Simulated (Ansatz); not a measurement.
# Sn: the cost of one run

Method: DFT PBEsol, scalar-relativistic, plane waves, PAW, in Ansatz 0.2.0.

**1. Starting point**

It takes space group I4_1/amd (No. 141, tetragonal). Conventional cell: a = 5.832 Å, b = 5.832 Å, c = 3.182 Å, α = 90.00°, β = 90.00°, γ = 90.00°. Sn (site symmetry -4m2) has 6 Sn at 3.02 to 3.18 Å as nearest neighbours.

As a file:

```cif
data_structure
_symmetry_space_group_name_H-M 'P 1'
_symmetry_Int_Tables_number 1
_cell_length_a 5.8320
_cell_length_b 5.8320
_cell_length_c 3.1820
_cell_angle_alpha 90.000
_cell_angle_beta 90.000
_cell_angle_gamma 90.000
_cell_volume 108.23
loop_
_atom_site_label
_atom_site_type_symbol
_atom_site_fract_x
_atom_site_fract_y
_atom_site_fract_z
_atom_site_occupancy
Sn1 Sn 0.00000 0.00000 0.00000 1
Sn2 Sn 0.50000 0.50000 0.50000 1
Sn3 Sn 0.00000 0.50000 0.25000 1
Sn4 Sn 0.50000 0.00000 0.75000 1
```

**2. Single point: Sn, no spin**

input.yaml

```yaml
crystal:
  lattice:
    - [5.832, 0.0, 0.0]
    - [0.0, 5.832, 0.0]
    - [0.0, 0.0, 3.182]
  atoms:
    - { symbol: Sn, position: [0.0, 0.0, 0.0] }
    - { symbol: Sn, position: [0.5, 0.5, 0.5] }
    - { symbol: Sn, position: [0.0, 0.5, 0.25] }
    - { symbol: Sn, position: [0.5, 0.0, 0.75] }
scf:
  occupations: { method: gaussian, width: 0.1 }
output:
  forces: true
  stress: true
  eigenvalues: true
  efg: {}
  bader: true
  write_density: true
  write_potential: true
  elf: true
  volumetric_format: npy
kpoints:
  mp_grid: { grid: [8, 8, 14] }
hamiltonian:
  xc: pbesol
```

Run with:

```console
> ansatz run input.yaml --threads 8 --pin off --max-ram 20480MiB --backend cpu --events-out ev --progress --plain --runs-dir out
```

**Question.** How long does this run take on 8 threads of Arm Neoverse V2, shared host, and how much memory does it need?

About 6.4 s, with a peak of 0.75 GiB.
